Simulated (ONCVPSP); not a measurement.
# Co: the cost of one run

The numbers are computed with ONCVPSP 4.0.1.1 (patched build) (PBEsol, scalar-relativistic, spin-unpolarised reference atom).

## Step 1: The design

Typed settings, in words:

```json
{
 "element": "cobalt (Co, Z = 27)",
 "type": "optimised norm-conserving Vanderbilt (ONCV)",
 "frozen core": "[Ne]",
 "valence charge": "17",
 "reference configuration": "3s2 3p6 3d7 4s1 4p1",
 "partial waves": "3s+4s: rc 1.45 bohr, ncon 4, nbas 8, qcut 10.8 1/bohr, 2 projectors; 3p+4p: rc 1.55 bohr, ncon 4, nbas 8, qcut 8.2 1/bohr, 2 projectors; 3d: rc 0.95 bohr, ncon 4, nbas 9, qcut 14.7 1/bohr, local",
 "local potential": "the d channel",
 "core correction": "Teter function, fcfact 1.75, rcfact 1.4"
}
```

The outer shells as boxes (Hund's rule for the drawing; the calculation is spin-unpolarised):

```
[Ne] core
3s [↑↓]
3p [↑↓][↑↓][↑↓]
3d [↑↓][↑↓][↑ ][↑ ][↑ ]
4s [↑ ]
4p [↑ ][  ][  ]
```

The nodes and maxima of the atom's own shells, from an earlier all-electron run, set the scale for the radii.

All-electron outer shells of the reference configuration (PBEsol, scalar-relativistic, ld1.x):

| shell | level (eV) | outermost node (bohr) | outermost maximum (bohr) |
| --- | --- | --- | --- |
| 2s | -899.83 | 0.08 | 0.21 |
| 2p | -771.21 | – | 0.17 |
| 3s | -103.99 | 0.31 | 0.67 |
| 3p | -67.37 | 0.28 | 0.68 |
| 3d | -10.03 | – | 0.66 |
| 4s | -6.63 | 0.96 | 2.26 |
| 4p | -2.12 | 1.05 | 3.09 |

## Step 2: Generation

Co.dat

```
# ATOM AND REFERENCE CONFIGURATION
# atsym  z   nc   nv     iexc    psfile
  Co 27.00    3    5  -116133      upf
#
#   n    l    f
    1    0    2.00
    2    0    2.00
    2    1    6.00
    3    0    2.00
    3    1    6.00
    3    2    7.00
    4    0    1.00
    4    1    1.00
#
# PSEUDOPOTENTIAL AND OPTIMIZATION
# lmax
    2
#
#   l,   rc,      ep,       ncon, nbas, qcut
    0    1.45    0.00    4    8   10.80
    1    1.55    0.00    4    8    8.20
    2    0.95    0.00    4    9   14.70
#
# LOCAL POTENTIAL
# lloc, lpopt,  rc(5),   dvloc0
    2    5    0.95    0.00
#
# VANDERBILT-KLEINMAN-BYLANDER PROJECTORs
# l, nproj, debl
    0    2    2.50
    1    2    2.90
    2    0    0.70
#
# MODEL CORE CHARGE
# icmod, fcfact, rcfact
    3    1.75    1.40
#
# LOG DERIVATIVE ANALYSIS
# epsh1, epsh2, depsh
   -5.00    5.00    0.04
#
# OUTPUT GRID
# rlmax, drl
    6.00    0.01
#
# TEST CONFIGURATIONS
# ncnf
    4
# nvcnf
#   n    l    f
    5
    3    0    2.00
    3    1    6.00
    3    2    7.00
    4    0    2.00
    4    1    0.00
#
    5
    3    0    2.00
    3    1    6.00
    3    2    7.00
    4    0    1.00
    4    1    0.00
#
    5
    3    0    2.00
    3    1    6.00
    3    2    7.00
    4    0    0.00
    4    1    0.00
#
    5
    3    0    2.00
    3    1    6.00
    3    2    7.00
    4    0    0.00
    4    1    1.00
#
```

Launch:

```
$ oncvpsp.x < Co.dat > Co.out
```

**Question.** How long does this run take on 1 thread of Neoverse-N1, shared host?

About 6.2 s.
